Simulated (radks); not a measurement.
# W inside a hard spherical wall

What does compression do to the levels of W? A hard sphere of shrinking radius stands in for pressure; the configuration is held at [Xe] 4f14 5d4 6s2.

The numbers are computed with radks (a radial shooting solver on a logarithmic mesh, Libxc functionals) version 1 (scalar-relativistic Kohn-Sham, PBE, spin-polarised, spherical densities, finite nucleus; open shells are filled with parallel spins first), except any that are marked as measured or tabulated.

### Step 1. The atom as given

- element: tungsten (Z = 74)
- charge: 0
- electrons: 74
- configuration: [Xe] 4f14 5d4 6s2
- nuclear rms radius: 5.3658 fm

The outer shells:

W
```
[Xe] core
4f [↑↓][↑↓][↑↓][↑↓][↑↓][↑↓][↑↓]
5d [↑ ][↑ ][↑ ][↑ ][  ]
6s [↑↓]
```

### Step 2. The free atom

Settings of this run:

```text
Z 74
configuration [Xe] 4f14 5d4 6s2 6p0 7s0 5f0
relativity scalar-relativistic
functional pbe,pbe
spin polarised
nucleus finite rms 5.3658 fm
c 137.035999084
```

### Step 3. Wall at 10 bohr

Changes since step 2:

```diff
@@ -6,2 +6,3 @@
 nucleus finite rms 5.3658 fm
+wall 10 bohr
 c 137.035999084
```

### Step 4. Wall at 7 bohr

Changes since step 3:

```diff
@@ -6,3 +6,3 @@
 nucleus finite rms 5.3658 fm
-wall 10 bohr
+wall 7 bohr
 c 137.035999084
```

### Step 5. Wall at 4 bohr

Changes since step 4:

```diff
@@ -6,3 +6,3 @@
 nucleus finite rms 5.3658 fm
-wall 7 bohr
+wall 4 bohr
 c 137.035999084
```

### Step 6. Wall at 3.5 bohr

Changes since step 5:

```diff
@@ -6,3 +6,3 @@
 nucleus finite rms 5.3658 fm
-wall 4 bohr
+wall 3.5 bohr
 c 137.035999084
```

### Step 7. Wall at 3 bohr

Changes since step 6:

```diff
@@ -6,3 +6,3 @@
 nucleus finite rms 5.3658 fm
-wall 3.5 bohr
+wall 3 bohr
 c 137.035999084
```

### Step 8. Wall at 2 bohr

Changes since step 7:

```diff
@@ -6,3 +6,3 @@
 nucleus finite rms 5.3658 fm
-wall 3 bohr
+wall 2 bohr
 c 137.035999084
```

### Step 9. Wall at 1.5 bohr

Changes since step 8:

```diff
@@ -6,3 +6,3 @@
 nucleus finite rms 5.3658 fm
-wall 2 bohr
+wall 1.5 bohr
 c 137.035999084
```

Before running it: what results should come out? Wanted: for each run, R; E − E(free); ε(5d); ε(6p, empty); ε(7s, empty); ε(5f, empty); pressure.

The runs gave:

| R (bohr) | E − E(free) (eV) | ε(5d) (eV) | ε(6p, empty) (eV) | ε(7s, empty) (eV) | ε(5f, empty) (eV) | pressure (GPa) |
| --- | --- | --- | --- | --- | --- | --- |
| free | 0.000 | -5.307 | -1.589 | - | - | 0 |
| 10 | 0.012 | -5.274 | -1.471 | 1.554 | 4.612 | 0.0124 |
| 7 | 0.417 | -4.784 | -0.453 | 6.756 | 8.822 | 0.863 |
| 4 | 16.829 | 1.756 | 13.164 | 48.287 | 27.129 | 122 |
| 3.5 | 33.817 | 6.004 | 23.301 | 74.023 | 36.220 | 344 |
| 3 | 72.581 | 13.689 | 42.767 | 119.52 | 51.050 | 1121 |
| 2 | 484.00 | 66.837 | 180.18 | 399.74 | 133.99 | 23442 |
| 1.5 | 1701.5 | 180.38 | 454.08 | 905.62 | 277.65 | 183493 |

**Reading.** Eigenvalues are for spin up. At the tightest wall, 1.5 bohr, the energy stands 1701.5 eV above the free atom and the pressure, −dE/dV, is 183493 GPa. Of the levels in the table that exist at both ends, 6p (empty) rises most from the free atom (455.67 eV). From R = 4 bohr inwards the highest occupied level lies above zero, pushed up by confinement. Shells are not refilled when levels cross, and a hard wall is a model, not a crystal.
